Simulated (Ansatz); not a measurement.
Predict the output of the script below (Ansatz 0.2.0 through its Python package).

The script, `c3h4bcls_freq.py`:
```python
import ansatz as az
import numpy as np


def main() -> None:
    geometry_ang = [
        ('Cl', [1.81, -0.5357, -2.155]),
        ('C', [0.5964, -0.0509, -0.9285]),
        ('C', [0.0933, -0.9088, -0.053]),
        ('C', [-0.695, -0.3521, 1.0313]),
        ('S', [-1.0987, 1.4077, 0.7091]),
        ('B', [0.09, 1.4031, -0.7178]),
        ('H', [0.4468, -1.9531, -0.0451]),
        ('H', [-1.6897, -0.9037, 1.0328]),
        ('H', [-0.2702, -0.4604, 2.0638]),
        ('H', [0.8002, 2.3028, -0.9345]),
    ]
    c3h4bcls = az.Crystal.molecule()
    for symbol, xyz in geometry_ang:
        c3h4bcls = c3h4bcls.atom(symbol, xyz)

    model = c3h4bcls.calculation()
    model = model.basis(gaussian='def2-SVP')
    model = model.functional('hf')
    symbols = [site.symbol for site in c3h4bcls.cartesian_sites]
    start = np.array([site.position_ang for site in c3h4bcls.cartesian_sites], dtype=float)
    data = model.relax(force_tolerance=0.003, max_steps=100).run().report
    end = np.array(data['positions_ang'])

    print('final positions (A) and the move of each atom')
    for symbol, xyz, old in zip(symbols, end, start):
        print(f'{symbol:2s} {xyz[0]:10.5f} {xyz[1]:10.5f} {xyz[2]:10.5f}   {np.linalg.norm(xyz - old):7.4f}')

    minimum = az.Crystal.molecule()
    for symbol, xyz in zip(symbols, end):
        minimum = minimum.atom(symbol, xyz.tolist())
    vibrating = (
        minimum.calculation()
        .basis(gaussian='def2-SVP')
        .functional('hf')
        .phonons(temperatures=(298.15, 498.15, 100))
    )
    vib = vibrating.run().report['vibrations']
    sums = vib['harmonic_sums']
    modes = [m['omega_inv_cm'] for m in sums['modes_at_gamma'] if m['rigid_motion'] == 'no']
    for number, w in enumerate(modes, start=1):
        print(f'mode {number:2d} {w:9.1f} 1/cm {w / 8065.544 * 1000:8.2f} meV')
    print('imaginary modes:', sum(w < 0 for w in modes), ' zero-point energy:', round(sums['zero_point_energy_ev'], 4), 'eV')
    print('T (K)   F_vib (eV)   S_vib (meV/K)   C_vib (meV/K)')
    for row in zip(sums['temperatures_k'], sums['vibrational_free_energy_ev'], vib['entropy_ev_per_k'], vib['heat_capacity_ev_per_k']):
        print(f'{row[0]:6.1f} {row[1]:11.4f} {1000 * row[2]:13.4f} {1000 * row[3]:15.4f}')


if __name__ == '__main__':
    main()
```

```console
$ python c3h4bcls_freq.py
final positions (A) and the move of each atom
Cl    1.79454   -0.51315   -2.12736    0.0389
C     0.69942   -0.04980   -0.85698    0.1254
C     0.17778   -0.92964   -0.00524    0.0993
C    -0.74909   -0.38624    1.03622    0.0642
S    -0.88211    1.42260    0.79764    0.2345
B     0.23504    1.41883   -0.60336    0.1854
H     0.38923   -1.99255   -0.03244    0.0709
H    -1.74126   -0.83304    0.95624    0.1163
H    -0.37839   -0.58958    2.04204    0.1699
H     0.53794    2.40146   -1.20365    0.3885
mode  1     193.8 1/cm    24.03 meV
mode  2     267.0 1/cm    33.11 meV
mode  3     281.4 1/cm    34.88 meV
mode  4     415.0 1/cm    51.46 meV
mode  5     462.9 1/cm    57.39 meV
mode  6     604.0 1/cm    74.89 meV
mode  7     751.0 1/cm    93.12 meV
mode  8     826.0 1/cm   102.41 meV
mode  9     843.0 1/cm   104.52 meV
mode 10     870.6 1/cm   107.94 meV
mode 11     918.0 1/cm   113.81 meV
mode 12    1023.8 1/cm   126.93 meV
mode 13    1041.0 1/cm   129.07 meV
mode 14    1069.3 1/cm   132.57 meV
mode 15    1224.5 1/cm   151.82 meV
mode 16    1236.4 1/cm   153.30 meV
mode 17    1379.6 1/cm   171.05 meV
mode 18    1410.6 1/cm   174.89 meV
mode 19    1561.5 1/cm   193.60 meV
mode 20    1787.9 1/cm   221.67 meV
mode 21    2803.1 1/cm   347.54 meV
mode 22    3216.0 1/cm   398.73 meV
mode 23    3271.2 1/cm   405.57 meV
mode 24    3348.2 1/cm   415.13 meV
imaginary modes: 0  zero-point energy: 1.9097 eV
T (K)   F_vib (eV)   S_vib (meV/K)   C_vib (meV/K)
 298.1      1.8699        0.3772          0.5939
 398.1      1.8220        0.5816          0.8252
 498.1      1.7535        0.7880          1.0165
```

The frequencies are harmonic and unscaled, in a modest basis. The result belongs to the one conformer reached from this start, and soft torsions count as harmonic oscillators. Wall time of the script: 2.4 min on 1 thread of Arm Neoverse V2 (shared host), peak memory 0.33 GiB.

(Lines on the test bed's own set-up are left out of the output.)
